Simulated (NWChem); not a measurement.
# C2H3BFN (SMILES FB1C=NC1): a first try and a second

Wanted: a single-point energy of C2H3BFN, SOGGA11-X/6-311G* (esp resp).

The results are computed with NWChem 7.3.0.

3 further runs of the same task are left out: 3 set aside as unsound or not needed.

**1. The system as given**

C2H3BFN has 8 atoms, charge 0, and is taken as a singlet. SMILES: `FB1C=NC1`. The shape is that of a PBE0-D4/def2-TZVP optimisation.

Bond lengths: F1–B2 1.312 Å, B2–C3 1.553 Å, C3–N4 1.291 Å, B2–C5 1.580 Å, N4–C5 1.510 Å, C3–H6 1.087 Å, C5–H7 1.093 Å, C5–H8 1.090 Å. Some angles: F1–B2–C3 135.6°, F1–B2–C5 135.3°, C3–B2–C5 86.1°, B2–C3–N4 90.7°, C3–N4–C5 99.2°, B2–C5–N4 82.2°, B2–C3–H6 145.8°, N4–C3–H6 122.6°, B2–C5–H7 120.5°, B2–C5–H8 118.9°.

**2. First attempt**

c2h3bfn.nw reads:

```
echo
start c2h3bfn
title "C2H3BFN SOGGA11-X"
memory 2200 mb
charge 0

geometry noautosym nocenter noautoz
   F      0.213200    -1.007300     1.918400
   B     -0.024100    -0.304800     0.836200
   C      0.319000     1.128500     0.345800
   N      0.303900     0.728600    -0.881200
   C     -0.301700    -0.640600    -0.682300
   H      0.656500     2.120900     0.633900
   H      0.257100    -1.432700    -1.186200
   H     -1.331600    -0.649700    -1.040300
end

basis spherical bse
   * library 6-311G*
end

dft
   xc sogga11-x
   disp vdw 4
   grid fine
   convergence energy 1e-05
   maxiter 60
   mulliken
   print low
end

esp
   restrain
   recalculate
end

task dft energy
task esp
```

The run is started by

```bash
$ nwchem c2h3bfn.nw > c2h3bfn.out
```

Standard output:

```text
============================== echo of input deck ==============================
echo
start c2h3bfn
title "C2H3BFN SOGGA11-X"
memory 2200 mb
charge 0

geometry noautosym nocenter noautoz
   F      0.213200    -1.007300     1.918400
   B     -0.024100    -0.304800     0.836200
   C      0.319000     1.128500     0.345800
[... 4 lines of this table left out ...]
   H     -1.331600    -0.649700    -1.040300
end

basis spherical bse
   * library 6-311G*
end

dft
   xc sogga11-x
   disp vdw 4
   grid fine
   convergence energy 1e-05
   maxiter 60
   mulliken
   print low
end

esp
   restrain
   recalculate
end

task dft energy
task esp
================================================================================

             Northwest Computational Chemistry Package (NWChem) 7.3.0
             --------------------------------------------------------

[... 19 lines left out ...]
    hardfail = no
[... 40 lines left out ...]
            Nuclear Dipole moment (a.u.)
[... 76 lines left out ...]
  Caching 1-el integrals
 ------------------------------------------------------------------------
  vdw 4: scaling factors not available                   0
 ------------------------------------------------------------------------
 ------------------------------------------------------------------------
  current input line :
    37: task dft energy
 ------------------------------------------------------------------------
 ------------------------------------------------------------------------
 This error has not yet been assigned to a category
 ------------------------------------------------------------------------

0: vdw 4: scaling factors not available:Received an Error in Communication
  Errorcode: -1
```

Run time: 0.52 s. Hardware: 1 thread of INTEL XEON PLATINUM 8581C at 2.10GHz (Emerald Rapids), shared host; peak memory 0.087 GiB.

**3. Diagnosis**

The program broke off before the end.

The log says `vdw 4: scaling factors not available                   0`. Cause: no dispersion parameters. To mend it: dispersion none in place of D3(BJ).

**4. The mended input**

c2h3bfn.nw reads:

```
START c2h3bfn
memory stack 880 mb heap 220 mb global 1100 mb
charge 0

GEOMETRY noautosym nocenter noautoz
  F        0.213200      -1.007300       1.918400
  B       -0.024100      -0.304800       0.836200
  C        0.319000       1.128500       0.345800
  N        0.303900       0.728600      -0.881200
  C       -0.301700      -0.640600      -0.682300
  H        0.656500       2.120900       0.633900
  H        0.257100      -1.432700      -1.186200
  H       -1.331600      -0.649700      -1.040300
END

BASIS spherical bse
  * library 6-311G*
END

DFT
  xc sogga11-x
  grid fine
  convergence energy 1e-05
  mulliken
  print low
END

ESP
  restrain
  recalculate
END

TASK dft energy
TASK esp
```

The run is started by

```bash
$ nwchem c2h3bfn.nw > c2h3bfn.out
```

Standard output:

```text
[...]
 d= 0,ls=0.0,diis     1   -257.3691056041 -4.03D+02  7.05D-03  7.09D-01     2.1
[...]
 d= 0,ls=0.0,diis     8   -257.4340511750 -5.86D-08  5.23D-06  1.25D-06    12.4
         Total DFT energy =     -257.434051174973
      One electron energy =     -638.742614805636
           Coulomb energy =      269.383110379975
    Exchange-Corr. energy =      -33.377037768194
 Nuclear repulsion energy =      145.302491018882
[...]
      Total Density - Mulliken Population Analysis
     ---------------------------------------------
    Atom       Charge   Shell Charges
 -----------   ------   -------------------------------------------------------
    1 F    9     9.17   1.08  0.91  1.15  1.10  2.39  0.81  1.72  0.00
    2 B    5     4.50   1.14  0.85  0.44  0.67  0.89  0.18  0.10  0.24
    3 C    6     6.28   1.11  0.88  0.59  0.78  1.50  0.57  0.77  0.08
    4 N    7     7.15   1.10  0.89  0.70  0.93  1.66  0.78  1.04  0.04
    5 C    6     6.57   1.11  0.88  0.59  0.76  1.62  0.59  0.95  0.07
    6 H    1     0.79   0.27  0.44  0.08
    7 H    1     0.77   0.27  0.42  0.08
    8 H    1     0.76   0.27  0.42  0.08
[...]
 Dipole moment                                  0.285632    0.285107    0.321743
 Quadrupole moment Qxx                          3.343049    3.329209    3.586593
                   Qyy                          3.620788    3.612298    3.420555
                   Qzz                         -6.963837   -6.941507   -7.007148
[...]
```

It took 14 s on 1 thread of INTEL XEON PLATINUM 8581C at 2.10GHz (Emerald Rapids), shared host; peak memory 0.11 GiB.

**5. Summary of results**

At SOGGA11-X/6-311G* (esp resp):

| quantity | value |
| --- | --- |
| total energy | -257.43405 Eh |

What this shows: Mulliken charges run from -0.57 on C5 to +0.50 on B2; they depend strongly on the basis.
